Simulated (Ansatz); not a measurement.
# BGeH5SSe: the cost of one run

Method: RHF/def2-SVP, in Ansatz 0.2.0.

## Step 1: The structure to begin with

Bond lengths: B1–Ge2 2.003 Å, Ge2–S3 2.192 Å, Ge2–Se4 2.321 Å, B1–H5 1.202 Å, B1–H6 1.168 Å, Ge2–H7 1.558 Å, S3–H8 1.367 Å, Se4–H9 1.575 Å. Angles: B1–Ge2–S3 107.2°, B1–Ge2–Se4 111.7°, B1–Ge2–H7 111.5°, S3–Ge2–Se4 108.4°, S3–Ge2–H7 108.7°, Se4–Ge2–H7 109.3°, Ge2–B1–H5 119.9°, Ge2–B1–H6 121.1°, H5–B1–H6 118.3°, Ge2–S3–H8 94.5°, Ge2–Se4–H9 91.8°.

Coordinates:

```xyz
9

B    -0.7055   -0.6416   -1.1561
Ge    0.4480    0.4883    0.0284
S     2.3409   -0.5824    0.3000
Se   -0.5188    0.8089    2.1142
H    -1.7998   -0.9746   -0.7867
H    -0.4085   -0.8508   -2.2657
H     0.7471    1.8730   -0.6201
H     1.7653   -1.6715    0.8917
H    -1.7802    1.5043    1.4772
```

## Step 2: Relaxing end A

Input file input.yaml:

```yaml
crystal:
  periodic: [false, false, false]
  atoms:
    - { symbol: B, position_ang: [-0.7055, -0.6416, -1.1561] }
    - { symbol: Ge, position_ang: [0.448, 0.4883, 0.0284] }
    - { symbol: S, position_ang: [2.3409, -0.5824, 0.3] }
    - { symbol: Se, position_ang: [-0.5188, 0.8089, 2.1142] }
    - { symbol: H, position_ang: [-1.7998, -0.9746, -0.7867] }
    - { symbol: H, position_ang: [-0.4085, -0.8508, -2.2657] }
    - { symbol: H, position_ang: [0.7471, 1.873, -0.6201] }
    - { symbol: H, position_ang: [1.7653, -1.6715, 0.8917] }
    - { symbol: H, position_ang: [-1.7802, 1.5043, 1.4772] }
basis:
  gaussian: { orbitals: def2-SVP }
hamiltonian:
  xc: hf
relax:
  f_tol: 0.02
  max_steps: 50
output:
  orbitals: {}
```

The run is started by

```
$ ansatz run input.yaml --threads 2 --pin off --max-ram 3072MiB --backend cpu --events-out ev --progress --plain --runs-dir out
```

What time and memory should one allow on 2 threads of Intel Xeon Platinum 8559C (Emerald Rapids), shared host?

About 73 s, with a peak of 0.33 GiB.
